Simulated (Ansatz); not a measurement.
# C2H5Cl2In: the cost of one run

The runs use Ansatz 0.2.0, Gaussian basis; the settings change from run to run.

## (1) The relaxed structure

The structure was relaxed beforehand with PBE0-D4 in a triple-zeta def2 set. In takes a core potential in def2 sets; no spin-orbit term is included.

SMILES `C[CH2][In]([Cl])[Cl]`, 10 atoms, charge 0, spin multiplicity 1.

Atoms are counted from 1 here; the program's logs count them from 0.

Bond lengths: C1–C2 1.519 Å, C1–H6 1.092 Å, C1–H7 1.094 Å, C1–H8 1.092 Å, C2–In3 2.145 Å, C2–H9 1.093 Å, C2–H10 1.092 Å, In3–Cl4 2.330 Å, In3–Cl5 2.325 Å. Angles: C2–C1–H6 112.1°, C2–C1–H7 110.4°, C2–C1–H8 112.1°, H6–C1–H7 107.4°, H6–C1–H8 107.2°, H7–C1–H8 107.5°, C1–C2–In3 113.6°, C1–C2–H9 112.2°, C1–C2–H10 112.3°, In3–C2–H9 105.7°, In3–C2–H10 105.8°, H9–C2–H10 106.8°, C2–In3–Cl4 122.1°, C2–In3–Cl5 126.3°, Cl4–In3–Cl5 111.6°.

## (2) CAM-B3LYP/def2-mTZVPP

This run has D4 dispersion, high accuracy.

File in.yaml:

```yaml
crystal:
  periodic: [false, false, false]
  atoms:
    - {symbol: C, position_ang: [0.145103, -1.196812, 0.764803]}
    - {symbol: C, position_ang: [0.575405, 0.232882, 0.483290]}
    - {symbol: In, position_ang: [-0.508543, 1.155333, -1.120936]}
    - {symbol: Cl, position_ang: [-2.120543, 0.004114, -2.347605]}
    - {symbol: Cl, position_ang: [-0.267637, 3.344506, -1.865654]}
    - {symbol: H, position_ang: [-0.906437, -1.259813, 1.051260]}
    - {symbol: H, position_ang: [0.734018, -1.618372, 1.585229]}
    - {symbol: H, position_ang: [0.281757, -1.844801, -0.103025]}
    - {symbol: H, position_ang: [1.629524, 0.298449, 0.203487]}
    - {symbol: H, position_ang: [0.437366, 0.884504, 1.349150]}
basis:
  gaussian: {orbitals: def2-mTZVPP}
hamiltonian: {xc: {name: CAM-B3LYP}, dispersion: d4}
accuracy: high
output: {forces: true}
```

Started as:

```
> ansatz run in.yaml --threads 2 --pin off --events-out ev --progress --plain --max-ram 32768MiB --backend cpu
```

**Question.** How long does this run take on 2 threads of AMD EPYC 7R13, shared host, and how much memory does it need?

About 19 s, with a peak of 0.99 GiB.
